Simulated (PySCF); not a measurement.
**WCl₂: quintet, from a linear start**

Aim: relax WCl₂ as a quintet from a hand-made linear geometry, check by its vibrations whether the end is a minimum, and collect its spectrum and constants.

Computed with PySCF 2.14.0. Level: PBE0, basis W def2-SVP with ECP60, Cl def2-SVP, scalar-relativistic core potentials, no spin–orbit coupling, density fitting.

### 1 The system as given

3 atoms, charge 0, spin multiplicity 5.

Bond lengths: W1–Cl2 2.360 Å, W1–Cl3 2.360 Å. Angles: Cl2–W1–Cl3 180.0°.

```xyz
3
charge 0 multiplicity 5
W     0.0000    0.0000    0.0000
Cl    0.0000    0.0000    2.3600
Cl    0.0000    0.0000   -2.3600
```

### 2 Relaxation: linear start, quintet

One driver script runs all steps and calls PySCF; scf.py shows how it sets up the SCF of each step. The optimiser is the driver's own. Before each start the driver seeks the lowest SCF state from one or more starting densities and follows internal instabilities, so scf.py alone need not reach the same state.

The program finds D∞h symmetry in the start, which this walk keeps. Threshold on the gradient: 0.0003 Eh/bohr, with a further test on the energy change.

Input file scf.py:

```python
from pyscf import gto, scf, dft
mol = gto.M(atom='''
W      0.000000     0.000000     0.000000
Cl     0.000000     0.000000     2.360000
Cl     0.000000     0.000000    -2.360000''',
    basis={'W': 'def2-SVP', 'Cl': 'def2-SVP'},
    ecp={'W': 'def2-SVP'},
    charge=0, spin=4)
mf = dft.UKS(mol, xc='PBE0')
mf.grids.atom_grid = (50, 194)
aux = {'W': 'def2-universal-JKFIT', 'Cl': 'def2-universal-JKFIT'}
mf = mf.density_fit(auxbasis=aux)
mf.kernel()
```

After this run come: Vibrations and properties at this point; Following the imaginary mode; Is it a minimum? Harmonic modes.

Before running it: what results should come out? Wanted: minimum; geometry; wavenumbers; dipole moment; highest occupied, lowest empty level; polar-tensor charge of W1; zero-point energy; atomisation energy; ⟨S²⟩.

**Answer**, as computed:

```
                                          quantity                              value
                                           minimum                       quintet, C2v
                                          geometry  W–Cl 2.289 Å (×2); Cl–W–Cl 142.0°
                                wavenumbers (cm⁻¹)        67 (a1), 385 (a1), 396 (b2)
                                     dipole moment                             1.66 D
highest occupied, lowest empty level (either spin)                    -6.17, -3.33 eV
                         polar-tensor charge of W1                            +1.07 e
                                 zero-point energy                         5.1 kJ/mol
                               entropy at 298.15 K                    322.5 J/(mol K)
         atomisation energy (no zero-point energy)                         874 kJ/mol
                                              ⟨S²⟩                              6.018
```

In words: The linear start (D∞h) ends in a minimum of C2v symmetry, after a first stop at a saddle point 8.2 kJ/mol higher, from which it was pushed off along an imaginary mode. In the infrared the band at 396 cm⁻¹ (b2, stretch) leads. Most of the spin sits on W1 (Mulliken spin 4.03, against 4 for the whole molecule). Only this shape and spin were tried, so other structures or states may lie lower. The soft modes, below some 90 cm⁻¹, carry numerical noise of tens of cm⁻¹, and the entropy with them. One determinant may miss the lowest occupation of an open d or f shell. Spin–orbit coupling, left out here, can matter for elements this heavy.
